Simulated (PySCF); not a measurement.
# C8H13GeN: NMR shieldings, spin-spin couplings, relativistic core levels, part 2 of 2

PySCF 2.14.0. Atoms count from 0.

## 4. Spin-spin couplings: PBE/pcJ-1 Ge:dyall-v2z, spin–orbit

What the job is given:

```
{"job": {"kind": "hj", "xc": "PBE", "basis": {"default": "pcJ-1", "Ge": "dyall-v2z"}, "rel": "so", "atoms": [1]}, "charge": 0, "multiplicity": 1}
C     -1.802726    -0.360678     1.741329
Ge    -1.109707    -0.074263    -0.063508
C     -1.774987     1.619925    -0.775013
C     -1.604089    -1.555505    -1.235590
C      0.846978     0.031856     0.036984
C      1.476371     1.021443     0.802245
C      2.868838     1.073469     0.848321
N      3.657485     0.222286     0.195938
C      3.068919    -0.722185    -0.532206
C      1.684341    -0.858374    -0.643514
H     -1.481488     0.450697     2.411431
H     -1.430963    -1.311864     2.149404
H     -2.902767    -0.388136     1.734686
H     -1.341874     1.817905    -1.766393
H     -2.870871     1.596524    -0.870315
H     -1.504823     2.452607    -0.108584
H     -1.236236    -2.512872    -0.837392
H     -1.189169    -1.413801    -2.244634
H     -2.698994    -1.619247    -1.322327
H      0.895375     1.757931     1.365897
H      3.370942     1.845390     1.444160
H      3.733360    -1.415560    -1.062423
H      1.273354    -1.660564    -1.262643
```

Method: PBE/pcJ-1 Ge:dyall-v2z indirect spin-spin coupling, X2C with spin-orbit coupling, screened-nuclear two-electron part, Gaussian nuclei, gas phase.

What it wrote:

```text
spin-free SCF
coarse grid: 86112 points
cycle   1  E = -2465.4948404025  dE =  7.929e-01  |g| = 9.724e-01  |ddm| = 4.180e+00
cycle   2  E = -2465.2430744873  dE =  2.518e-01  |g| = 1.567e+00  |ddm| = 1.902e+00
cycle   3  E = -2465.6775119098  dE = -4.344e-01  |g| = 1.258e-01  |ddm| = 1.151e+00
cycle   4  E = -2465.6780228923  dE = -5.110e-04  |g| = 9.709e-02  |ddm| = 1.359e-01
cycle   5  E = -2465.6797058821  dE = -1.683e-03  |g| = 2.868e-02  |ddm| = 7.734e-02
cycle   6  E = -2465.6798568189  dE = -1.509e-04  |g| = 9.774e-03  |ddm| = 3.145e-02
cycle   7  E = -2465.6798712040  dE = -1.439e-05  |g| = 4.084e-03  |ddm| = 1.004e-02
cycle   8  E = -2465.6798755316  dE = -4.328e-06  |g| = 9.866e-04  |ddm| = 4.706e-03
final grid: 183536 points
cycle   9  E = -2465.6801108650  dE =  1.208e-06  |g| = 2.605e-03  |ddm| = 4.806e-03
cycle  10  E = -2465.6800989423  dE =  1.192e-05  |g| = 6.907e-03  |ddm| = 8.897e-03
cycle  11  E = -2465.6801125102  dE = -1.357e-05  |g| = 6.697e-04  |ddm| = 6.875e-03
cycle  12  E = -2465.6801125668  dE = -5.667e-08  |g| = 4.490e-04  |ddm| = 8.614e-04
cycle  13  E = -2465.6801126078  dE = -4.094e-08  |g| = 7.913e-05  |ddm| = 3.577e-04
cycle  14  E = -2465.6801126092  dE = -1.446e-09  |g| = 1.283e-05  |ddm| = 6.850e-05
converged SCF energy = -2465.6801126092
two-component SCF
cycle   1  E = -2465.6427617362  dE = -2.466e+03  |FDS-SDF| = 1.505e+01
cycle   2  E = -2465.7232030647  dE = -8.044e-02  |FDS-SDF| = 4.771e-03
cycle   3  E = -2465.7232030475  dE =  1.721e-08  |FDS-SDF| = 1.750e-03
cycle   4  E = -2465.7232030219  dE =  2.563e-08  |FDS-SDF| = 1.638e-03
cycle   5  E = -2465.7232031655  dE = -1.437e-07  |FDS-SDF| = 8.034e-05
cycle   6  E = -2465.7232031647  dE =  8.104e-10  |FDS-SDF| = 7.651e-05
converged, E = -2465.7232031647

Indirect spin-spin couplings
  i        j     bonds      J/Hz   K/1e19 T2/J   anisotropy/Hz
  1  73Ge   0  13C    1      -12.06      114.06       -27.5
  1  73Ge   2  13C    1      -12.09      114.40       -27.5
  1  73Ge   3  13C    1      -12.35      116.84       -27.5
  1  73Ge   4  13C    1      -15.83      149.78       -27.1
  1  73Ge   5  13C    2       -1.98       18.73         1.2
  1  73Ge   6  13C    3       -1.66       15.73        -1.3
  1  73Ge   7  15N    4        0.12        2.86        -0.3
  1  73Ge   8  13C    3       -1.58       14.99        -1.4
  1  73Ge   9  13C    2       -1.89       17.91         1.4
  1  73Ge  10   1H    2        1.69       -4.03        -2.8
  1  73Ge  11   1H    2        1.65       -3.93        -2.8
  1  73Ge  12   1H    2        1.22       -2.91        -2.9
  1  73Ge  13   1H    2        1.66       -3.95        -2.8
  1  73Ge  14   1H    2        1.22       -2.89        -2.9
  1  73Ge  15   1H    2        1.68       -4.00        -2.7
  1  73Ge  16   1H    2        1.76       -4.19        -2.6
  1  73Ge  17   1H    2        1.78       -4.23        -2.6
  1  73Ge  18   1H    2        1.00       -2.38        -3.0
  1  73Ge  19   1H    3       -2.75        6.54         0.5
  1  73Ge  20   1H    4       -0.99        2.37        -0.4
  1  73Ge  21   1H    4       -1.02        2.42        -0.4
  1  73Ge  22   1H    3       -2.77        6.59         0.6
```

Wall time 3.2 min (1 thread of Arm Neoverse V1, shared host); peak memory 2.5 GiB.

From this job:

```
                       quantity       value
energy from spin-orbit coupling  -0.0431 Eh
```

## 5. Relativistic core levels: PBE/pcJ-1 Ge:dyall-v2z, spin–orbit

Settings changed since step 4:

```diff
@@ -1,2 +1,2 @@
-{"job": {"kind": "hj", "xc": "PBE", "basis": {"default": "pcJ-1", "Ge": "dyall-v2z"}, "rel": "so", "atoms": [1]}, "charge": 0, "multiplicity": 1}
+{"job": {"kind": "hxps", "xc": "PBE", "basis": {"default": "pcJ-1", "Ge": "dyall-v2z"}, "rel": "so", "holes": [[1, "2p"]]}, "charge": 0, "multiplicity": 1}
 C     -1.802726    -0.360678     1.741329
```

Level: PBE/pcJ-1 Ge:dyall-v2z core ionisation, delta-SCF with one localised hole, X2C with spin-orbit coupling, screened-nuclear two-electron part, Gaussian nuclei, gas phase.

What it wrote:

```text
spin-free SCF
coarse grid: 86112 points
cycle   1  E = -2465.4948404025  dE =  7.929e-01  |g| = 9.724e-01  |ddm| = 4.180e+00
cycle   2  E = -2465.2430744873  dE =  2.518e-01  |g| = 1.567e+00  |ddm| = 1.902e+00
cycle   3  E = -2465.6775119098  dE = -4.344e-01  |g| = 1.258e-01  |ddm| = 1.151e+00
cycle   4  E = -2465.6780228923  dE = -5.110e-04  |g| = 9.709e-02  |ddm| = 1.359e-01
cycle   5  E = -2465.6797058821  dE = -1.683e-03  |g| = 2.868e-02  |ddm| = 7.734e-02
cycle   6  E = -2465.6798568189  dE = -1.509e-04  |g| = 9.774e-03  |ddm| = 3.145e-02
cycle   7  E = -2465.6798712040  dE = -1.439e-05  |g| = 4.084e-03  |ddm| = 1.004e-02
cycle   8  E = -2465.6798755316  dE = -4.328e-06  |g| = 9.866e-04  |ddm| = 4.706e-03
final grid: 183536 points
cycle   9  E = -2465.6801108650  dE =  1.208e-06  |g| = 2.605e-03  |ddm| = 4.806e-03
cycle  10  E = -2465.6800989423  dE =  1.192e-05  |g| = 6.907e-03  |ddm| = 8.897e-03
cycle  11  E = -2465.6801125102  dE = -1.357e-05  |g| = 6.697e-04  |ddm| = 6.875e-03
cycle  12  E = -2465.6801125668  dE = -5.667e-08  |g| = 4.490e-04  |ddm| = 8.614e-04
cycle  13  E = -2465.6801126078  dE = -4.094e-08  |g| = 7.913e-05  |ddm| = 3.577e-04
cycle  14  E = -2465.6801126092  dE = -1.446e-09  |g| = 1.283e-05  |ddm| = 6.850e-05
converged SCF energy = -2465.6801126092
two-component SCF
cycle   1  E = -2465.6427617362  dE = -2.466e+03  |FDS-SDF| = 1.505e+01
cycle   2  E = -2465.7232030647  dE = -8.044e-02  |FDS-SDF| = 4.771e-03
cycle   3  E = -2465.7232030475  dE =  1.721e-08  |FDS-SDF| = 1.750e-03
cycle   4  E = -2465.7232030219  dE =  2.563e-08  |FDS-SDF| = 1.638e-03
cycle   5  E = -2465.7232031655  dE = -1.437e-07  |FDS-SDF| = 8.034e-05
cycle   6  E = -2465.7232031647  dE =  8.104e-10  |FDS-SDF| = 7.651e-05
converged, E = -2465.7232031647

Field gradients (au) and densities at the nuclei (bohr^-3)
atom        Vxx        Vyy        Vzz        centre      nuclear mean
  0 C      0.0014     0.0092    -0.0107        126.035        126.033
  1 Ge    -0.1401    -0.1570     0.2971      29280.039      29250.568
  2 C      0.0012     0.0097    -0.0109        126.035        126.033
  3 C      0.0079     0.0101    -0.0181        126.030        126.027
  4 C     -0.1732    -0.1893     0.3625        126.216        126.214
  5 C     -0.0973    -0.1698     0.2671        126.186        126.184
  6 C     -0.0809    -0.1978     0.2786        126.197        126.195
  7 N      0.3586     0.7217    -1.0803        205.148        205.143
  8 C     -0.0828    -0.1975     0.2804        126.198        126.195
  9 C     -0.1066    -0.1670     0.2737        126.187        126.185
 10 H     -0.1441    -0.1467     0.2909          0.473          0.473
 11 H     -0.1435    -0.1472     0.2907          0.473          0.473
 12 H     -0.1434    -0.1470     0.2905          0.473          0.473
 13 H     -0.1434    -0.1471     0.2905          0.473          0.473
 14 H     -0.1436    -0.1471     0.2907          0.473          0.473
 15 H     -0.1442    -0.1468     0.2910          0.473          0.473
 16 H     -0.1425    -0.1478     0.2903          0.473          0.473
 17 H     -0.1424    -0.1478     0.2903          0.473          0.473
 18 H     -0.1435    -0.1474     0.2909          0.473          0.473
 19 H     -0.1350    -0.1585     0.2935          0.481          0.481
 20 H     -0.1333    -0.1531     0.2863          0.484          0.484
 21 H     -0.1332    -0.1528     0.2861          0.484          0.484
 22 H     -0.1365    -0.1574     0.2939          0.481          0.481
without picture change
  1 Ge                           0.3064                     45069.141

Core orbital energies (eV)
atom   shell        mean    spread
  1 Ge 1s       -10948.022   0.000
  1 Ge 2s        -1369.256   0.000
  1 Ge 3s         -167.270   0.000
  1 Ge 2p1/2     -1217.547   0.000
  1 Ge 2p3/2     -1186.044   0.006
  1 Ge 3p1/2      -117.326   0.000
  1 Ge 3p3/2      -113.077   0.017
  1 Ge 3d3/2       -28.657   0.017
  1 Ge 3d5/2       -28.098   0.056

hole in 2p3/2 of atom 1
cycle   1  E = -2419.8330198290  dE = -2.420e+03  |FDS-SDF| = 6.636e+00
cycle   2  E = -2417.7185516939  dE =  2.114e+00  |FDS-SDF| = 7.269e+00
cycle   3  E = -2419.7656370261  dE = -2.047e+00  |FDS-SDF| = 2.219e+00
cycle   4  E = -2420.2823250522  dE = -5.167e-01  |FDS-SDF| = 1.608e+00
cycle   5  E = -2420.9164427372  dE = -6.341e-01  |FDS-SDF| = 4.398e-01
cycle   6  E = -2420.9541626935  dE = -3.772e-02  |FDS-SDF| = 2.263e-01
cycle   7  E = -2420.9674263913  dE = -1.326e-02  |FDS-SDF| = 5.053e-02
cycle   8  E = -2420.9679051638  dE = -4.788e-04  |FDS-SDF| = 2.112e-02
cycle   9  E = -2420.9679948651  dE = -8.970e-05  |FDS-SDF| = 7.135e-03
cycle  10  E = -2420.9680059726  dE = -1.111e-05  |FDS-SDF| = 3.179e-03
cycle  11  E = -2420.9680083761  dE = -2.403e-06  |FDS-SDF| = 1.418e-03
cycle  12  E = -2420.9680088912  dE = -5.151e-07  |FDS-SDF| = 2.542e-04
cycle  13  E = -2420.9680089061  dE = -1.493e-08  |FDS-SDF| = 7.416e-05
converged, E = -2420.9680089061

Core binding energies (eV)
atom   line    delta-SCF   -orbital   splitting
  1 Ge 2p3/2    1217.849    1186.04    31.503
```

Run time: 3.4 min. Hardware: 1 thread of Arm Neoverse V1, shared host; peak memory 2.8 GiB.

Key values:

```csv
quantity,value
energy from spin-orbit coupling,-0.0431 Eh
```

## 6. What came out

What follows sums up all 2 parts.

```
                                                                    quantity                                                                                                value
                                        rotational constants (main isotopes)                                                                                 1.97, 0.62, 0.56 GHz
energy from spin-orbit coupling (step 3, PBE/pcJ-1 Ge:dyall-v2z, spin–orbit)                                                                                           -0.0431 Eh
                     shieldings (step 3, PBE/pcJ-1 Ge:dyall-v2z, spin–orbit)  C0 180.4, Ge1 1495.0, C2 180.6, C3 184.4, C4 22.5, C5 47.2, C6 27.2, N7 -94.4, C8 27.1, C9 48.5 ppm
                                       surface potential, 1st and 99th percentile                                                                                   -1.72 V and 0.94 V
energy from spin-orbit coupling (step 4, PBE/pcJ-1 Ge:dyall-v2z, spin–orbit)                                                                                           -0.0431 Eh
       largest reduced coupling (step 4, PBE/pcJ-1 Ge:dyall-v2z, spin–orbit)                                                              Ge1–C4: J = -15.8 Hz, K = 150·10¹⁹ T²/J
       Ge1 2p3/2 binding energy (step 5, PBE/pcJ-1 Ge:dyall-v2z, spin–orbit)                                                                           1217.8 eV, 2p1/2 1249.4 eV
energy from spin-orbit coupling (step 5, PBE/pcJ-1 Ge:dyall-v2z, spin–orbit)                                                                                           -0.0431 Eh
```

What this shows: Over 7 steps the energy fell by 0.232 eV; of the close pairs, Ge1–C2 changed most, 1.997 to 1.954 Å. In step 3, N7 has the widest tensor, 705 ppm. At PBE/dyall-v2z+pcJ-1, counted by nearest atom on the grid, the HOMO lies on N7 60 %, the LUMO on C4 29 %; N7 24 %.
